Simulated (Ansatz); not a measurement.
# C₂H₅BFN: how energies converge with the basis set

How large a basis does C₂H₅BFN need? Two functionals are run in growing sets.

Computed with Ansatz 0.2.0, Gaussian basis. Level: one geometry, several basis sets.

Plan: PBE0-D4/def2-SVP; ωB97M-V/def2-SVP; PBE0-D4/def2-QZVPP; ωB97M-V/def2-QZVPP; the functionals' def2-TZVPP values are taken from earlier runs.

## (1) The geometry

All runs share one geometry, relaxed beforehand with PBE0-D4 in a triple-zeta def2 set.

SMILES `C=NB(C)F`, 10 atoms, charge 0, spin multiplicity 1.

Atoms are counted from 1 here; the program's logs count them from 0.

Bond lengths: C1–N2 1.240 Å, C1–H6 1.098 Å, C1–H7 1.096 Å, N2–B3 1.385 Å, B3–C4 1.566 Å, B3–F5 1.345 Å, C4–H8 1.094 Å, C4–H9 1.095 Å, C4–H10 1.090 Å. Angles: N2–C1–H6 122.6°, N2–C1–H7 121.3°, H6–C1–H7 116.2°, C1–N2–B3 159.8°, N2–B3–C4 123.0°, N2–B3–F5 117.7°, C4–B3–F5 119.3°, B3–C4–H8 110.2°, B3–C4–H9 109.6°, B3–C4–H10 113.5°, H8–C4–H9 106.4°, H8–C4–H10 108.4°, H9–C4–H10 108.4°.

## (2) PBE0-D4 in def2-SVP

File in.yaml:

```yaml
crystal:
  periodic: [false, false, false]
  atoms:
    - {symbol: C, position_ang: [0.509458, 1.557594, 1.289921]}
    - {symbol: N, position_ang: [-0.161222, 0.721689, 0.666161]}
    - {symbol: B, position_ang: [-0.637830, -0.034239, -0.392355]}
    - {symbol: C, position_ang: [0.011471, -1.390116, -0.831934]}
    - {symbol: F, position_ang: [-1.749972, 0.395012, -1.014944]}
    - {symbol: H, position_ang: [1.218470, 2.234127, 0.795467]}
    - {symbol: H, position_ang: [0.420915, 1.661069, 2.377380]}
    - {symbol: H, position_ang: [-0.718151, -2.201661, -0.749911]}
    - {symbol: H, position_ang: [0.297050, -1.336117, -1.887400]}
    - {symbol: H, position_ang: [0.893013, -1.658558, -0.249487]}
basis:
  gaussian: {orbitals: def2-SVP}
hamiltonian: {xc: pbe0, dispersion: d4}
output: {orbitals: {seedname: orbitals}}
```

On the command line:

```console
$ ansatz run in.yaml --threads 2 --pin off --events-out ev --progress --plain --max-ram 4352MiB
```

Further steps of the session: ωB97M-V in def2-SVP; PBE0-D4 in def2-QZVPP; ωB97M-V in def2-QZVPP.

Before running them: what should the planned runs give, taken together? Wanted: PBE0-D4: double and triple zeta above quadruple; ωB97M-V: double and triple zeta above quadruple.

**Answer**, as computed:

| quantity | value |
| --- | --- |
| PBE0-D4: double and triple zeta above quadruple | 8.42, 0.38 eV |
| ωB97M-V: double and triple zeta above quadruple | 8.68, 0.36 eV |

What this shows: For PBE0-D4 the step from double to triple zeta gains 8.04 eV and the next only 0.38 eV. Total energies overstate the basis error of differences, where much of it tends to cancel.
